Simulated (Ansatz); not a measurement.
**ScAu3 (Fm-3m): point defect (vacancy) in a supercell**

A script is to give a point defect (vacancy) in a supercell; the system is ScAu3 (Fm-3m).

Computed with Ansatz 0.2.0, driven from Python. Level of theory: DFT PBEsol, plane waves, PAW.

## 1. Starting point

It takes space group Fm-3m (No. 225, cubic). The conventional cell has a = 6.629 Å, b = 6.629 Å, c = 6.629 Å, α = 90.00°, β = 90.00°, γ = 90.00°. Sc (site symmetry m-3m) has 8 Au at 2.87 Å in its first shell of neighbours. Around Au (site symmetry -43m) lie 4 Sc at 2.87 Å and 4 Au at 2.87 Å. Au (site symmetry m-3m) has 8 Au at 2.87 Å in its first shell of neighbours.

The script holds or builds the structure itself.

## 2. The code

Input file defect_scau3.py:

```python
# -*- coding: utf-8 -*-
import warnings

import ansatz as az
import numpy as np

warnings.simplefilter("ignore", az.DeckWarning)

lattice = az.Lattice.of(
    (0.0, 3.31449, 3.31449),
    (3.31449, 0.0, 3.31449),
    (3.31449, 3.31449, 0.0),
)
sites = [
    ("Sc", (0.0, 0.0, 0.0)),
    ("Au", (0.25, 0.25, 0.25)),
    ("Au", (0.75, 0.75, 0.75)),
    ("Au", (0.5, 0.5, 0.5)),
]
crystal = az.Crystal(lattice=lattice)
for symbol, position in sites:
    crystal = crystal.atom(symbol, position)
host = crystal.supercell(2, 2, 1)
defective = host.vacancy("Au", at=(0.5, 0.5, 0.5))

def prepare(structure):
    return (
        structure.calculation()
        .functional(az.Functional.PBESOL)
        .pseudopotentials("paw")
        .basis(550)
        .kpoints(4, 4, 4)
        .occupations(az.OccupationsMethod.FERMI_DIRAC, width=50 * az.meV)
        .band_table()
    )


perfect = prepare(host).run().report
setup = prepare(defective).forces()
result = setup.run()
r = result.report

n_host, n_defect = len(perfect["lattice"]["sites"]), len(r["lattice"]["sites"])
print(f"perfect cell: {n_host} atoms, F = {perfect['free_energy_ev']:.4f} eV")
print(f"defect cell:  {n_defect} atoms, F = {r['free_energy_ev']:.4f} eV")
print(f"difference {r['free_energy_ev'] - perfect['free_energy_ev']:.4f} eV (no chemical potentials)")

for site in result.lattice.sites:
    print(f"{site.symbol:2s}", " ".join(f"{v:8.4f}" for v in site.position_ang))
```

## 3. The calls as engine input

The engine receives this input (first run):

```yaml
crystal:
  lattice:
    - [0.0, 3.31449, 3.31449]
    - [3.31449, 0.0, 3.31449]
    - [3.31449, 3.31449, 0.0]
  atoms:
    - { symbol: Sc, position: [0.0, 0.0, 0.0] }
    - { symbol: Au, position: [0.25, 0.25, 0.25] }
    - { symbol: Au, position: [0.75, 0.75, 0.75] }
    - { symbol: Au, position: [0.5, 0.5, 0.5] }
  supercell: [2, 2, 1]
basis:
  ecutwfc: 550.0
kpoints:
  mp_grid:
    grid: [4, 4, 4]
hamiltonian:
  xc: pbesol
  pseudopotentials:
    kind: paw
scf:
  occupations:
    method: fermi_dirac
    width: 0.05
output:
  eigenvalues: true
```

## 4. Running it

The run is started by

```console
> python defect_scau3.py
```

Standard output:

```text
perfect cell: 16 atoms, F = -164540.3896 eV
defect cell:  15 atoms, F = -151531.6700 eV
difference 13008.7196 eV (no chemical potentials)
Sc   0.0000   0.0000   0.0000
Au   1.6572   1.6572   1.6572
Au   4.9717   4.9717   4.9717
Sc   3.3145   0.0000   3.3145
Au   4.9717   1.6572   4.9717
Au   8.2862   4.9717   8.2862
Au   6.6290   3.3145   6.6290
Sc   0.0000   3.3145   3.3145
Au   1.6572   4.9717   4.9717
Au   4.9717   8.2862   8.2862
Au   3.3145   6.6290   6.6290
Sc   3.3145   3.3145   6.6290
Au   4.9717   4.9717   8.2862
Au   8.2862   8.2862  11.6007
Au   6.6290   6.6290   9.9435
```

Run time: 2.9 min. Hardware: 1 thread of Arm Neoverse V1, shared host; peak memory 1.4 GiB.

## 5. What changed from run to run

The engine's inputs for the other runs:

Run 2, against run 1:

```diff
@@ -11,0 +12,2 @@
+  defects:
+    - { vacancy: 3 }
@@ -25,0 +28 @@
+  forces: true
```

## 6. What the script built

Run 2 starts from these 15 atoms:

```xyz
15
Lattice="0.000 6.629 6.629 6.629 0.000 6.629 3.314 3.314 0.000" Properties=species:S:1:pos:R:3 pbc="T T T"
Sc    0.000    0.000    0.000
Au    1.657    1.657    1.657
Au    4.972    4.972    4.972
Sc    3.314    0.000    3.314
Au    4.972    1.657    4.972
Au    8.286    4.972    8.286
Au    6.629    3.314    6.629
Sc    0.000    3.314    3.314
Au    1.657    4.972    4.972
Au    4.972    8.286    8.286
Au    3.314    6.629    6.629
Sc    3.314    3.314    6.629
Au    4.972    4.972    8.286
Au    8.286    8.286   11.601
Au    6.629    6.629    9.943
```

## 7. The runs side by side

The 2 runs, in the order started:

```tsv
run	system	space group	energy (eV/atom)	SCF cycles	CPU time (s)
1	ScAu3 (16 atoms)	Fm-3m	-10283.7744	6	78
2	Sc4Au11 (15 atoms)	Cmmm	-10102.1113	8	95
```

Energies are free energies F = E - TS of the smeared occupations. Totals carry meaning only in balanced differences at one level of theory.

## 8. What came out

| quantity | value |
| --- | --- |
| runs compared | 2 |
| perfect cell (as printed) | 16 atoms, F = -164540.3896 eV |
| defect cell (as printed) | 15 atoms, F = -151531.6700 eV |

In words: A formation energy would need chemical potentials for the atoms added or removed, which the two totals don't give. The cell is small, so the defect feels its images. Reading the output:
- Spin is left out of this run.
- For a metal this k-point mesh is coarse: on a finer one energies can move by several to tens of meV an atom and pressures by half a GPa or more, differences at one mesh by less.
- The atoms stand at ideal sites; relaxing them can change energy and levels by an eV or more.
- The difference holds no chemical potentials.
- Errors of mesh and smearing per atom add up over the supercell, so the energy can be off by tenths of an eV.
- Spin-orbit coupling, which matters for elements this heavy, is left out.
- The structure comes from a database of computed cells and needn't be a stable or known phase.
- The supercell is small, so the defect meets its images and the energies aren't those of an isolated defect; a partly filled defect level may also lower its energy by spin or distortion. For a charged cell the difference holds no correction, alignment or term for the electrons' reservoir.
